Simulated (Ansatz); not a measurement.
# H4NOPSi: the cost of one run

Method: revPBE/6-31G* with D3(BJ) with three-body dispersion; program: Ansatz 0.2.0, Gaussian basis.

## Step 1: The relaxed structure

The structure was relaxed beforehand with PBE0-D4 in a triple-zeta def2 set.

8 atoms, charge 0, spin multiplicity 1.

Atoms are counted from 1 here; the program's logs count them from 0.

Bond lengths: O1–Si2 1.632 Å, O1–H5 0.960 Å, Si2–N3 1.686 Å, Si2–P4 2.190 Å, Si2–H6 1.474 Å, N3–P4 1.787 Å, N3–H7 1.005 Å, P4–H8 1.440 Å. Angles: Si2–O1–H5 117.1°, O1–Si2–N3 120.1°, O1–Si2–P4 126.9°, O1–Si2–H6 105.4°, N3–Si2–P4 53.0°, N3–Si2–H6 121.1°, P4–Si2–H6 122.5°, Si2–N3–P4 78.1°, Si2–N3–H7 141.7°, P4–N3–H7 126.1°, Si2–P4–N3 48.9°, Si2–P4–H8 93.2°, N3–P4–H8 101.3°.

## Step 2: Dynamics

Contents of in.yaml:

```yaml
crystal:
  periodic: [false, false, false]
  atoms:
    - {symbol: O, position_ang: [-0.397679, 1.835471, -0.764002]}
    - {symbol: Si, position_ang: [0.097763, 0.582379, 0.155840]}
    - {symbol: N, position_ang: [0.436880, -0.907485, -0.557519]}
    - {symbol: P, position_ang: [-0.959278, -1.307487, 0.483650]}
    - {symbol: H, position_ang: [-0.980491, 1.634935, -1.499498]}
    - {symbol: H, position_ang: [1.003083, 1.168665, 1.160182]}
    - {symbol: H, position_ang: [1.202639, -1.519118, -0.781930]}
    - {symbol: H, position_ang: [-0.310715, -1.544462, 1.747577]}
basis:
  gaussian: {orbitals: "6-31G*"}
hamiltonian: {xc: {name: revPBE}, dispersion: d3bjatm}
md: {timestep: 2 fs, n_steps: 20, ensemble: nve, temperature: 300, initial_velocities: maxwell_boltzmann, seed: 631}
```

Started as:

```sh
$ ansatz run in.yaml --threads 2 --pin off --events-out ev --progress --plain --max-ram 4352MiB
```

Q: Estimate wall time and peak memory on 2 threads of Arm Neoverse V1, shared host.

About 27 s, with a peak of 0.38 GiB.
